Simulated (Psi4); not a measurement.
# A workflow on AlCl3 (aluminium trichloride (monomer)), part 2 of 3

Psi4 1.11.

### Step 4. The doublet cation: a geometry optimisation at UCAM-B3LYP/def2-SVPD (density fitting) (run 3)

Contents of alcl3.xyz:

```xyz
4
AlCl3
Cl    -1.144469    -0.108621     1.738945
Al     0.000157    -0.000244     0.000979
Cl     1.754900    -1.111545    -0.166372
Cl    -0.610555     1.220364    -1.573334
```

Contents of calc.py:

```python
import psi4

psi4.set_memory('1600 MB')
psi4.set_num_threads(1)
psi4.set_output_file('output.dat', False)

with open('alcl3.xyz') as f:
    atoms = ''.join(f.readlines()[2:])
geom = psi4.geometry('1 2\n' + atoms + 'symmetry c1')

psi4.set_options({
    'basis': 'def2-SVPD',
    'reference': 'uks',
    'geom_maxiter': 50,
})

E = psi4.optimize("CAM-B3LYP", molecule=geom)
print('E =', round(E, 9))
print(geom.to_string(dtype='xyz', units='Angstrom'))
```

Command:

```bash
$ python calc.py
```

output.dat:

```text
Psi4 1.11 release

gradient() will perform analytic gradient computation.

   => Loading Basis Set <=

    Name: DEF2-SVPD
    Role: ORBITAL
    Keyword: BASIS

         ---------------------------------------------------------
                                   SCF
                              UKS Reference
                        1 Threads,   1525 MiB Core
         ---------------------------------------------------------

  ==> Geometry <==

    Molecular point group: c1
    Full point group: C1

    Geometry (in Angstrom), charge = 1, multiplicity = 2:

       Center              X                  Y                   Z               Mass
    ------------   -----------------  -----------------  -----------------  -----------------
         CL          -1.144468241507    -0.108623580501     1.738946488919    34.968852682000
         AL           0.000157758493    -0.000246580501     0.000980488919    26.981538530000
         CL           1.754900758493    -1.111547580501    -0.166370511081    34.968852682000
         CL          -0.610554241507     1.220361419499    -1.573332511081    34.968852682000

  Running in c1 symmetry.

  Rotational constants: A =      0.07412  B =      0.07392  C =      0.03701 [cm^-1]
  Rotational constants: A =   2221.99239  B =   2216.03372  C =   1109.50454 [MHz]
  Nuclear repulsion =  295.493690080675208

  Charge       = 1
  Multiplicity = 2
  Electrons    = 63
  Nalpha       = 32
  Nbeta        = 31

  ==> Algorithm <==

  SCF Algorithm Type is DF.
  DIIS enabled.
  MOM disabled.
  Fractional occupation disabled.
  Guess Type is SAD.
  Energy threshold   = 1.00e-08
  Density threshold  = 1.00e-08
  Integral threshold = 1.00e-12

  ==> Primary Basis <==

  Basis Set: DEF2-SVPD
    Blend: DEF2-SVPD
    Number of shells: 43
    Number of basis functions: 105
    Number of Cartesian functions: 113
    Spherical Harmonics?: true
    Max angular momentum: 2

  ==> DFT Potential <==

   => LibXC <=

    Version 7.1.2

   => Composite Functional: CAM-B3LYP <=

    CAM-B3LYP Hyb-GGA Exchange-Correlation Functional

    Deriv               =              1
    GGA                 =           TRUE
    Meta                =          FALSE

    Exchange Hybrid     =           TRUE
    MP2 Hybrid          =          FALSE

   => Exchange Functionals <=

    0.3500         Becke 88 [omega = 0.3300]
    0.4600   Short-range recipe for B88 functional - erf [omega = 0.3300]

   => Exact (HF) Exchange <=

    0.4600            HF,LR [omega = 0.3300]
    0.1900               HF

   => Correlation Functionals <=

    0.1900   Vosko, Wilk & Nusair (VWN5)
    0.8100   Lee, Yang & Parr

   => LibXC Density Thresholds  <==

    XC_HYB_GGA_XC_CAM_B3LYP:  1.00E-14

   => Molecular Quadrature <=

    Radial Scheme          =       TREUTLER
    Pruning Scheme         =           NONE
    Nuclear Scheme         =       TREUTLER

    Blocking Scheme        =         OCTREE
    BS radius alpha        =              1
    Pruning alpha          =              1
    Radial Points          =             75
    Spherical Points       =            302
    Total Points           =          87383
    Total Blocks           =            762
    Max Points             =            256
    Max Functions          =             98
    Weights Tolerance      =       1.00E-15

   => Loading Basis Set <=

    Name: (DEF2-SVPD AUX)
    Role: JKFIT
    Keyword: DF_BASIS_SCF

  ==> Integral Setup <==

  DFHelper Memory: AOs need 0.128 GiB; user supplied 0.911 GiB.
  SCF_SUBTYPE=INCORE selected. In-core MEM_DF algorithm will be used.
  Using in-core AOs.

  ==> MemDFJK: Density-Fitted J/K Matrices <==

    J tasked:                   Yes
    K tasked:                   Yes
    wK tasked:                  Yes
    Omega:                3.300E-01
    Memory [MiB]:               932
    Algorithm:                 Core
    Schwarz Cutoff:           1E-12
    Mask sparsity (%):       2.1406
    Fitting Condition:        1E-10

   => Auxiliary Basis Set <=

  Basis Set: (DEF2-SVPD AUX)
    Blend: DEF2-UNIVERSAL-JKFIT
    Number of shells: 152
    Number of basis functions: 512
    Number of Cartesian functions: 620
    Spherical Harmonics?: true
    Max angular momentum: 4

  Cached 100.0% of DFT collocation blocks in 0.207 [GiB].

  Minimum eigenvalue in the overlap matrix is 8.8611539533E-04.
  Reciprocal condition number of the overlap matrix is 1.3831182568E-04.
    Using symmetric orthogonalization.

  ==> Pre-Iterations <==

  SCF Guess: Superposition of Atomic Densities via on-the-fly atomic UHF (no occupation information).

   -------------------------
    Irrep   Nso     Nmo
   -------------------------
     A        105     105
   -------------------------
    Total     105     105
   -------------------------

  ==> Iterations <==

                           Total Energy        Delta E     RMS |[F,P]|

[... 12 lines left out ...]
   @DF-UKS iter  12: -1622.36134642435968   -1.02091e-10   3.58940e-08 DIIS
[... 70 lines left out ...]
    VV10 Nonlocal Energy =                  0.0000000000000000
[... 279 lines left out ...]
   @DF-UKS iter   4: -1622.36134918074731   -1.72236e-08   4.91963e-07 DIIS
[... 33 lines left out ...]
    Two-Electron Energy =                 977.7815061687460911
[... 216 lines left out ...]
   @DF-UKS iter   1: -1622.36129164793670    9.03120e-03   3.59401e-05 DIIS
[... 23 lines left out ...]
   @S^2 Observed:                7.580329313E-01
[... 134 lines left out ...]
	                                 ==> Convergence Check <==
[... 107 lines left out ...]
   @DF-UKS iter  10: -1622.36135066686870   -3.63798e-11   1.59188e-08 DIIS
[... 33 lines left out ...]
    VV10 Nonlocal Energy =                  0.0000000000000000
[... 216 lines left out ...]
   @DF-UKS iter   4: -1622.36135613481474   -2.02261e-06   3.74906e-06 DIIS
[... 24 lines left out ...]
    Final Occupation by Irrep:
[... 139 lines left out ...]
	  Convergence Criteria     1.00e-06 *    3.00e-04 *             o    1.20e-03 *             o
[... 119 lines left out ...]
   @DF-UKS iter  13: -1622.35544103915595   -3.15902e-06   2.08782e-06 DIIS
[... 24 lines left out ...]
    Final Occupation by Irrep:
[... 139 lines left out ...]
	  Convergence Criteria     1.00e-06 *    3.00e-04 *             o    1.20e-03 *             o
[... 119 lines left out ...]
   @DF-UKS iter  13: -1622.36139299740921   -5.59011e-07   9.01317e-07 DIIS
[... 33 lines left out ...]
    One-Electron Energy =               -2827.8332193616388395
[... 228 lines left out ...]
   @DF-UKS iter   0: -1622.28178133618462   -1.62228e+03   5.27589e-03
[... 15 lines left out ...]
   @DF-UKS iter  16: -1622.36155020820388   -2.87137e-08   2.49352e-07 DIIS
[... 33 lines left out ...]
    Nuclear Repulsion Energy =            297.6269136443940511
[... 233 lines left out ...]
                           Total Energy        Delta E     RMS |[F,P]|
[... 16 lines left out ...]
   @DF-UKS iter  15: -1622.36392487855937   -6.46196e-09   5.53371e-08 DIIS
[... 33 lines left out ...]
    Two-Electron Energy =                 976.3914343285443920
[... 228 lines left out ...]
   @DF-UKS iter   1: -1622.36484799588811    8.52650e-03   4.15676e-05 DIIS
[... 23 lines left out ...]
   @Spin Contamination Metric:   7.805695965E-03
[... 48 lines left out ...]
 Dipole Z            :         -0.4330445           -0.0312641           -0.4643085
[... 211 lines left out ...]
   @DF-UKS iter   8: -1622.36705013451024   -1.78420e-07   1.37707e-06 DIIS
[... 23 lines left out ...]
   @S   Observed:                5.000000000E-01
[... 233 lines left out ...]
   @DF-UKS iter   0: -1622.32086049422628   -1.62232e+03   3.65589e-03
[... 15 lines left out ...]
  Energy and wave function converged.
[... 56 lines left out ...]
 Dipole Y            :          0.0969138           -0.0078906            0.0890232
[... 205 lines left out ...]
   @DF-UKS iter   7: -1622.37144701166585   -1.52739e-07   7.78286e-07 DIIS
[... 33 lines left out ...]
    One-Electron Energy =               -2828.7149266198948681
[... 228 lines left out ...]
   @DF-UKS iter   0: -1622.41780357137736   -1.62242e+03   2.41248e-03
[... 23 lines left out ...]
   @Spin Contamination Metric:   5.531384756E-03
[... 48 lines left out ...]
 Dipole Z            :         -0.0927741           -0.0676170           -0.1603912
[... 205 lines left out ...]
   @DF-UKS iter   8: -1622.37433290976651   -1.14532e-07   6.57962e-07 DIIS
[... 33 lines left out ...]
    One-Electron Energy =               -2823.4236452625791571
[... 216 lines left out ...]
   @DF-UKS iter   0: -1622.37736661986196   -1.62238e+03   7.07878e-04
[... 23 lines left out ...]
   @Spin Contamination Metric:   5.766065825E-03
[... 48 lines left out ...]
 Dipole Z            :         -0.1919443           -0.0606581           -0.2526023
[... 205 lines left out ...]
   @DF-UKS iter   8: -1622.37452509632703   -2.81420e-09   1.34375e-07 DIIS
[... 33 lines left out ...]
    VV10 Nonlocal Energy =                  0.0000000000000000
[... 216 lines left out ...]
   @DF-UKS iter   4: -1622.37453347787437   -2.31780e-07   1.87626e-06 DIIS
[... 33 lines left out ...]
    Nuclear Repulsion Energy =            300.2604696922356879
[... 215 lines left out ...]
                           Total Energy        Delta E     RMS |[F,P]|
[... 24 lines left out ...]
   @S   Observed:                5.000000000E-01
[... 30 lines left out ...]
    Beta Virtual:

      32A     -0.417354    33A     -0.237180    34A     -0.210534
      35A     -0.141482    36A     -0.106759    37A     -0.080109
      38A     -0.066757    39A     -0.055726    40A     -0.053174
[... 21 lines of this table left out ...]
     104A      1.363535   105A      1.388023

    Final Occupation by Irrep:
              A
    DOCC [    31 ]
    SOCC [     1 ]
    NA   [    32 ]
    NB   [    31 ]

  @DF-UKS Final Energy: -1622.37453403425729

   => Energetics <=

    Nuclear Repulsion Energy =            300.2033062731539985
    One-Electron Energy =               -2825.9268155230533921
    Two-Electron Energy =                 982.3174957265465537
    DFT Exchange-Correlation Energy =     -78.9685205109042840
    Empirical Dispersion Energy =           0.0000000000000000
    VV10 Nonlocal Energy =                  0.0000000000000000
    Total Energy =                      -1622.3745340342572945

  UHF NO Occupations:
  HONO-2 :   30  A 1.9996746
  HONO-1 :   31  A 1.9978760
  HONO-0 :   32  A 1.0000000
  LUNO+0 :   33  A 0.0021240
  LUNO+1 :   34  A 0.0003254
  LUNO+2 :   35  A 0.0002430
  LUNO+3 :   36  A 0.0000626

Computation Completed

Properties will be evaluated at   0.000000,   0.000000,   0.000000 [a0]

Properties computed using the SCF density matrix

 Multipole Moments:

 ------------------------------------------------------------------------------------
     Multipole            Electronic (a.u.)      Nuclear  (a.u.)        Total (a.u.)
 ------------------------------------------------------------------------------------

 L = 1.  Multiply by 2.5417464519 to convert [e a0] to [Debye]
 Dipole X            :          0.1344630            0.0398613            0.1743243
 Dipole Y            :          0.0114756            0.0034441            0.0149197
 Dipole Z            :         -0.2069176           -0.0603757           -0.2672933
 Magnitude           :                                                    0.3194640

 ------------------------------------------------------------------------------------

	total time  =          8 seconds =       0.13 minutes

         ------------------------------------------------------------
                                   SCF GRAD
         ------------------------------------------------------------

  ==> Geometry <==

    Molecular point group: c1
    Full point group: C1

    Geometry (in Angstrom), charge = 1, multiplicity = 2:

       Center              X                  Y                   Z               Mass
    ------------   -----------------  -----------------  -----------------  -----------------
         CL          -1.287677620131    -0.112517002391     1.961371115849    34.968852682000
         AL          -0.180300666146    -0.015578335905     0.273091111321    26.981538530000
         CL           1.622405009819    -0.841029915905    -0.540511237289    34.968852682000
         CL          -0.195609603501     0.965566971521    -1.631573636009    34.968852682000

  Nuclear repulsion =  300.203306273153999

   => Molecular Quadrature <=

    Radial Scheme          =       TREUTLER
    Pruning Scheme         =           NONE
    Nuclear Scheme         =       TREUTLER

    Blocking Scheme        =         OCTREE
    BS radius alpha        =              1
    Pruning alpha          =              1
    Radial Points          =             75
    Spherical Points       =            302
    Total Points           =          87499
    Total Blocks           =            771
    Max Points             =            255
    Max Functions          =             98
    Weights Tolerance      =       1.00E-15

  -Total Gradient:
     Atom            X                  Y                   Z
    ------   -----------------  -----------------  -----------------
       1       -0.000022510631    -0.000002579014     0.000057313015
       2       -0.000064291388     0.000028181300    -0.000020353626
       3       -0.000045306683     0.000006631947     0.000061609978
       4       -0.000026654508    -0.000042684931     0.000133285130

	total time  =          3 seconds =       0.05 minutes

    			-----------------------------------------

    			 OPTKING 3.0: for geometry optimizations

    			        with contributions from

    			-----------------------------------------

	                            ===> Fragment 1 <==

	 Z (Atomic Numbers)          Masses                          Geom
	      17.000000            34.968853         -2.43335804 -0.21262632  3.70645424
	      13.000000            26.981539         -0.34071888 -0.02943879  0.51606741
	      17.000000            34.968853          3.06590113 -1.58931620 -1.02141821
	      17.000000            34.968853         -0.36964858  1.82465713 -3.08322733

	 - Coordinate -           - BOHR/RAD -       - ANG/DEG -
	 R(1,2)           =         3.819851           2.021378
	 R(2,3)           =         4.049955           2.143144
	 R(2,4)           =         4.048880           2.142575
[... 5 lines of this table left out ...]
	 O(4,2,1,3)       =         0.000944           0.054062

	        --- Internal Coordinate Step in ANG or DEG, aJ/ANG or AJ/DEG ---
	-------------------------------------------------------------------------------
	           Coordinate      Previous         Force          Change          New
	           ----------      --------        ------          ------        ------
	               R(1,2)       2.02138        0.00008        0.00002       2.02140
	               R(2,3)       2.14314        0.00008       -0.00010       2.14304
	               R(2,4)       2.14258        0.00070        0.00029       2.14286
[... 5 lines of this table left out ...]
	           O(4,2,1,3)       0.05406       -0.00000       -0.04313       0.01094
	-------------------------------------------------------------------------------

	                                 ==> Convergence Check <==

	Measures of convergence in internal coordinates in au.

	Criteria marked as inactive (o), active & met (*), and active & unmet ( ).

	----------------------------------------------------------------------------------------------
	   Step    Total Energy     Delta E     Max Force     RMS Force      Max Disp      RMS Disp
	----------------------------------------------------------------------------------------------
	  Convergence Criteria     1.00e-06 *    3.00e-04 *             o    1.20e-03 *             o
	----------------------------------------------------------------------------------------------
	    22   -1622.37453403   -3.83e-07 *    8.53e-05 *    3.16e-05 o    7.54e-04 *    5.16e-04 o  ~
	----------------------------------------------------------------------------------------------

Next Geometry in Ang
	Fragment 1 (Ang)

	   Cl  -1.2879750496  -0.1124305793   1.9612219795
	   Al  -0.1798560478  -0.0156032663   0.2733939243
	   Cl   1.6224861469  -0.8411219953  -0.5406766793
	   Cl  -0.1958379295   0.9655975583  -1.6315618706

    Final optimized geometry and variables:
    Molecular point group: c1
    Full point group: C1

    Geometry (in Angstrom), charge = 1, multiplicity = 2:

    CL          -1.287677620131    -0.112517002391     1.961371115849
    AL          -0.180300666146    -0.015578335905     0.273091111321
    CL           1.622405009819    -0.841029915905    -0.540511237289
    CL          -0.195609603501     0.965566971521    -1.631573636009

[set-up sections that repeat, and orbital energies of the middle runs, are left out above]
```

The script printed:

```text
Optimizer: Optimization complete!
E = -1622.374534034
4
1 2 AlCl3
Cl                   -1.287677620131    -0.112517002391     1.961371115849
Al                   -0.180300666146    -0.015578335905     0.273091111321
Cl                    1.622405009819    -0.841029915905    -0.540511237289
Cl                   -0.195609603501     0.965566971521    -1.631573636009
```

It took 6.7 min on 1 thread of AMD EPYC 7R43 (Zen 3), shared host; peak memory 0.63 GiB.

Steps, from the record of the run:

| step | energy from the first frame kept (eV) | largest force (eV/Å) |
| --- | --- | --- |
| 0 | 0.0000 | 0.0330 |
| 1 | -0.0001 | 0.0206 |
| 2 | 0.0011 | 0.0962 |
| 3 | -0.0001 | 0.0318 |
| 4 | -0.0003 | 0.0757 |
| 5 | 0.1607 | 2.5282 |
| 6 | -0.0013 | 1.0350 |
| 7 | -0.0055 | 0.6139 |
| 8 | -0.0702 | 0.7590 |
| 9 | -0.0976 | 0.7603 |
| 10 | -0.1552 | 1.3264 |
| 11 | -0.2108 | 1.1954 |
| 12 | -0.2342 | 1.0367 |
| 13 | -0.2895 | 0.8143 |
| 14 | -0.1775 | 3.1056 |
| 15 | -0.2749 | 2.1740 |
| 16 | -0.3310 | 1.0152 |
| 17 | -0.3534 | 0.2084 |
| 18 | -0.3581 | 0.1482 |
| 19 | -0.3586 | 0.0325 |
| 20 | -0.3588 | 0.0197 |
| 21 | -0.3589 | 0.0073 |

After the run. Bond lengths: Cl1–Al2 2.021 Å, Al2–Cl3 2.143 Å, Al2–Cl4 2.143 Å. Angles: Cl1–Al2–Cl3 139.4°, Cl1–Al2–Cl4 139.5°, Cl3–Al2–Cl4 81.1°.

### Step 5. The doublet anion: a single-point energy at UCAM-B3LYP/def2-SVPD (density fitting) (run 4)

Contents of calc.inp:

```
memory 1600 MB

molecule mol {
  -1 2
  Cl
  Al 1 2.083852
  Cl 2 2.083775 1 120.11884
  Cl 2 2.083582 3 119.90533 1 -179.96698
  symmetry c1
}

set basis def2-SVPD
set reference uks

result = energy("cam-b3lyp")
```

Command:

```bash
$ psi4 -i calc.inp -o calc.out -n 1
```

calc.out, shortened:

```text
[...]
  Running in c1 symmetry.
[...]
  Nuclear repulsion =  295.493717709946509
[...]
  Multiplicity = 2
[...]
  Nalpha       = 33
  Nbeta        = 32
[...]
    Number of basis functions: 105
[...]
   @DF-UKS iter   1: -1622.69088980135780   -1.78805e-01   4.02955e-03 ADIIS/DIIS
[...]
   @DF-UKS iter   8: -1622.80374791937925   -5.08103e-07   8.77757e-07 DIIS
[...]
   @S^2 Observed:                7.519638999E-01
[...]
  @DF-UKS Final Energy: -1622.80374791937925
   => Energetics <=
    Nuclear Repulsion Energy =            295.4937177099465089
    One-Electron Energy =               -2842.9173090917979607
    Two-Electron Energy =                1003.9096465168449868
    DFT Exchange-Correlation Energy =     -79.2898030543725838
    Empirical Dispersion Energy =           0.0000000000000000
    VV10 Nonlocal Energy =                  0.0000000000000000
    Total Energy =                      -1622.8037479193792478
[...]
```

Wall time 10 s (1 thread of AMD EPYC 7R43 (Zen 3), shared host); peak memory 0.55 GiB.

(Continued in part 3 of 3.)
